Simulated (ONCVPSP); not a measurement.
# W: generating and testing an ONCV potential

Aim: build the potential from the settings below, then test how well it stands in for the atom: other configurations, scattering, ghost states and the plane-wave cutoff that it needs.

Method: ONCVPSP 4.0.1.1 (patched build), PBE, scalar-relativistic.

## (1) Starting point

The settings as typed:

* element: tungsten (W, Z = 74)
* type: optimised norm-conserving Vanderbilt (ONCV)
* frozen core: [Kr] 4d10 4f14 5s2
* valence charge: 12
* reference configuration: 5p6 5d4.5 6s1.5
* partial waves: 6s: rc 2.55 bohr, ncon 5, nbas 8, qcut 3.1 1/bohr, 3 projectors, debl 1.5 Ha; 5p: rc 1.30 bohr, ncon 3, nbas 8, qcut 7.4 1/bohr, 2 projectors, debl 2.4 Ha; 5d: rc 1.95 bohr, ncon 3, nbas 6, qcut 5.3 1/bohr, 2 projectors, debl 3 Ha
* local potential: polynomial inside 1.10 bohr (lpopt 5, dvloc0 0 Ha)
* core correction: Teter function, fcfact 2, rcfact 1.3

The nodes and maxima of the atom's own shells, from an earlier all-electron run, set the scale for the radii.

All-electron outer shells of the reference configuration (PBE, scalar-relativistic, ld1.x):

```csv
shell,level (eV),outermost node (bohr),outermost maximum (bohr)
5p,-42.26,0.57,1.09
4f,-32.17,–,0.43
6s,-5.41,1.28,2.67
5d,-3.86,0.63,1.50
6p,-1.24,1.54,3.84
```

## (2) The generation run

W.dat

```
# ATOM AND REFERENCE CONFIGURATION
# atsym  z   nc   nv     iexc    psfile
  W 74.00   11    3        4      upf
#
#   n    l    f
    1    0    2.00
    2    0    2.00
    2    1    6.00
    3    0    2.00
    3    1    6.00
    3    2   10.00
    4    0    2.00
    4    1    6.00
    4    2   10.00
    4    3   14.00
    5    0    2.00
    5    1    6.00
    5    2    4.50
    6    0    1.50
#
# PSEUDOPOTENTIAL AND OPTIMIZATION
# lmax
    2
#
#   l,   rc,      ep,       ncon, nbas, qcut
    0    2.55    0.00    5    8    3.10
    1    1.30    0.00    3    8    7.40
    2    1.95    0.00    3    6    5.30
#
# LOCAL POTENTIAL
# lloc, lpopt,  rc(5),   dvloc0
    4    5    1.10    0.00
#
# VANDERBILT-KLEINMAN-BYLANDER PROJECTORs
# l, nproj, debl
    0    3    1.50
    1    2    2.40
    2    2    3.00
#
# MODEL CORE CHARGE
# icmod, fcfact, rcfact
    3    2.00    1.30
#
# LOG DERIVATIVE ANALYSIS
# epsh1, epsh2, depsh
   -3.00    5.00    0.02
#
# OUTPUT GRID
# rlmax, drl
    6.00    0.01
#
# TEST CONFIGURATIONS
# ncnf
    4
# nvcnf
#   n    l    f
    3
    5    1    6.00
    5    2    4.00
    6    0    2.00
#
    3
    5    1    6.00
    5    2    4.00
    6    0    1.00
#
    3
    5    1    6.00
    5    2    4.00
    6    0    0.00
#
    3
    5    1    5.00
    5    2    4.00
    6    0    2.00
#
```

Started as:

```console
$ oncvpsp.x < W.dat > W.out
```

What does the calculation give? Wanted: cutoffs for 1 and 0.1 mHa per electron, occupied waves; bound ghosts; GHOST(+) flags; largest test error; largest phase difference near zero energy, channels read; rms error of d²Exc/dn², without and with the model core.

**Answer**, as computed:

| quantity | value |
| --- | --- |
| cutoffs for 1 and 0.1 mHa per electron, occupied waves | 25 Ha and 89 Ha |
| bound ghosts | s at -69.17 eV |
| GHOST(+) flags | s at 273 eV, p at 311 eV, d at 684 eV |
| largest test error (AE − PS) | -4.2 meV, for 5p6 5d4 6s2 (3 tests unsolved) |
| largest phase difference near zero energy, channels read | 0.000 rad |
| rms error of d²Exc/dn², without and with the model core | 4.67 and 2.43 mHa |

What this shows: A bound ghost (s) makes it unfit for use: electrons can fall into a state that the atom doesn't have. By total energies transferability is very good where solved: the largest error is 4.2 meV on 0.7 eV, for 5p6 5d4 6s2. Atomic tests can pass in spite of a ghost, since they solve only for the levels asked. Of the tests 3 gave no usable energy difference, which is a warning in itself. The potential is of middling hardness: the looser tolerance needs 25 Ha. The tighter tolerance needs 89 Ha, and converged work needs a cutoff nearer that. At the looser tolerance the 5p wave is the slowest; 5d needs 12 Ha. Near zero energy the phases of the channels with partial waves agree within 0.001 rad. The program also flags highly localised states, GHOST(+) (s, p, d). Note that the frozen 4f shell (-32 eV) lies higher than the valence 5p shell (-42 eV). All of this concerns the isolated atom, not yet a solid.
